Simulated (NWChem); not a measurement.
# GaH3 (SMILES [GaH3]) at VSXC/SBKJC-VDZ (core potential)

Aim: the energy change on altering one bond length of GaH3 at VSXC/SBKJC-VDZ (core potential), from 2 runs. 

The results are computed with NWChem 7.3.0.

3 further runs of the same task are left out: 2 that didn't finish, 1 set aside as unsound or not needed.

**1. The structure to begin with**

GaH3: 4 atoms, total charge 0, spin state singlet. SMILES: `[GaH3]`. The shape is that of a PBE0-D4/def2-TZVP optimisation.

Bond lengths: Ga1–H2 1.568 Å, Ga1–H3 1.568 Å, Ga1–H4 1.568 Å. Angles: H2–Ga1–H3 120.0°, H2–Ga1–H4 120.0°, H3–Ga1–H4 120.0°.

**2. Energy and forces at VSXC/SBKJC-VDZ (core potential)**

File mymol.xyz:

```xyz
4
GaH3 gradient
Ga     0.013400    -0.014900    -0.004600
H      1.252400     0.343800     0.887700
H     -0.552100    -1.477800    -0.009700
H     -0.658400     1.088700    -0.893700
```

File mymol.nw:

```
start mymol
title "GaH3 gradient"
memory total 2200 mb
geometry noautosym nocenter noautoz
  load mymol.xyz
end
basis "ao basis" spherical bse
  * library SBKJC-VDZ
end
ecp bse
  Ga library SBKJC-VDZ
end
dft
  xc vs98
  grid fine
  maxiter 150
  mulliken
end
task dft gradient
```

The run is started by

```bash
nwchem mymol.nw > mymol.out
```

Log:

```text
[...]
          Wavefunction type:  closed shell.
          No. of atoms     :     4
          No. of electrons :    24
[...]
          Charge           :     0
          Spin multiplicity:     1
[...]
          AO basis - number of functions:    37
[...]
              XC Information
              --------------
                         VS98 Method XC Functional
                          VS98 Exchange Functional  1.000
                       VS98 Correlation Functional  1.000
[...]
 d= 0,ls=0.0,diis     1   -260.1336016170 -2.82D+02  1.29D-02  1.62D-01     0.4
[...]
 d= 0,ls=0.0,diis     6   -260.1540894569 -1.33D-07  3.70D-06  3.44D-08     1.6
         Total DFT energy =     -260.154089456874
      One electron energy =     -506.310356662814
           Coulomb energy =      248.245334917496
    Exchange-Corr. energy =      -23.929638985454
 Nuclear repulsion energy =       21.840571273898
[...]
      Total Density - Mulliken Population Analysis
     ---------------------------------------------
    Atom       Charge   Shell Charges
 -----------   ------   -------------------------------------------------------
    1 Ga  21    20.85   1.50  5.02  0.47  1.03  1.05  1.01  0.31  0.44  6.98  2.29  0.75
    2 H    1     1.05   0.41  0.64
    3 H    1     1.05   0.41  0.64
    4 H    1     1.05   0.41  0.64
[...]
  wavefunction    = closed shell
                         DFT ENERGY GRADIENTS
    atom               coordinates                        gradient
                 x          y          z           x          y          z
   1 Ga      0.025322  -0.028157  -0.008693   -0.000068   0.000027   0.000059
   2 H       2.366693   0.649688   1.677510   -0.000108  -0.000042  -0.000115
   3 H      -1.043318  -2.792637  -0.018330    0.000079   0.000147  -0.000022
   4 H      -1.244196   2.057345  -1.688848    0.000097  -0.000131   0.000079
[...]
```

It took 2.5 s on 1 thread of AMD EPYC 9R45 (Zen 5), shared host; peak memory 0.12 GiB.

**3. The distorted shape**

File run.nw:

```
start run
title "GaH3"
memory total 2200 mb

geometry noautosym nocenter noautoz
   Ga     0.069950     0.131390    -0.004090
   H      1.308950     0.490090     0.888210
   H     -0.552100    -1.477800    -0.009700
   H     -0.601850     1.234990    -0.893190
end

basis spherical bse
   * library SBKJC-VDZ
end

ecp bse
   Ga library SBKJC-VDZ
end

dft
   xc vs98
   grid fine
   maxiter 150
   mulliken
   print low
end

task dft gradient
```

The run is started by

```bash
nwchem run.nw > run.out
```

Log:

```text
[...]
 d= 0,ls=0.0,diis     1   -260.1283077590 -2.81D+02  1.33D-02  1.60D-01     0.4
[...]
 d= 0,ls=0.0,diis     7   -260.1490508102 -1.73D-07  3.62D-06  8.09D-09     1.9
         Total DFT energy =     -260.149050810223
      One electron energy =     -504.953667599569
           Coulomb energy =      247.531380694285
    Exchange-Corr. energy =      -23.904518615236
 Nuclear repulsion energy =       21.177754710297
[...]
      Total Density - Mulliken Population Analysis
     ---------------------------------------------
    Atom       Charge   Shell Charges
 -----------   ------   -------------------------------------------------------
    1 Ga  21    20.83   1.50  5.02  0.47  1.03  1.05  0.96  0.33  0.45  6.98  2.30  0.74
    2 H    1     1.05   0.41  0.64
    3 H    1     1.07   0.38  0.69
    4 H    1     1.05   0.41  0.64
[...]
                         DFT ENERGY GRADIENTS
    atom               coordinates                        gradient
                 x          y          z           x          y          z
   1 Ga      0.132186   0.248291  -0.007729    0.010327   0.026911   0.000147
   2 H       2.473557   0.926136   1.678474   -0.000179   0.001020  -0.000502
   3 H      -1.043318  -2.792637  -0.018330   -0.011011  -0.028535  -0.000119
   4 H      -1.137332   2.333793  -1.687884    0.000864   0.000604   0.000473
 Task  times  cpu:        2.3s     wall:        2.3s
 Total times  cpu:        2.3s     wall:        2.3s
```

It took 2.8 s on 1 thread of AMD EPYC 9R45 (Zen 5), shared host; peak memory 0.12 GiB.

**4. Summary of results**

Level: VSXC/SBKJC-VDZ (core potential).

| quantity | value |
| --- | --- |
| first shape: total energy | -260.15409 Eh |
| first shape: dipole moment | 0.00 D |
| first shape: HOMO energy | -7.26 eV |
| first shape: LUMO energy | -2.28 eV |
| first shape: HOMO–LUMO gap | 4.98 eV |
| first shape: largest force on an atom | 0.009 eV/Å |
| distorted shape: total energy | -260.14905 Eh |
| distorted shape: largest force on an atom | 1.573 eV/Å |
| energy change with the Ga1–H3 bond stretched from 1.568 to 1.725 Å | 0.137 eV |

**Reading.** With the Ga1–H3 bond stretched from 1.568 to 1.725 Å the energy rises by 0.14 eV (13.2 kJ/mol). Mulliken charges (first shape) run from -0.05 on H2 to +0.15 on Ga1; they depend strongly on the basis. Mulliken charges (distorted shape) run from -0.07 on H3 to +0.17 on Ga1.
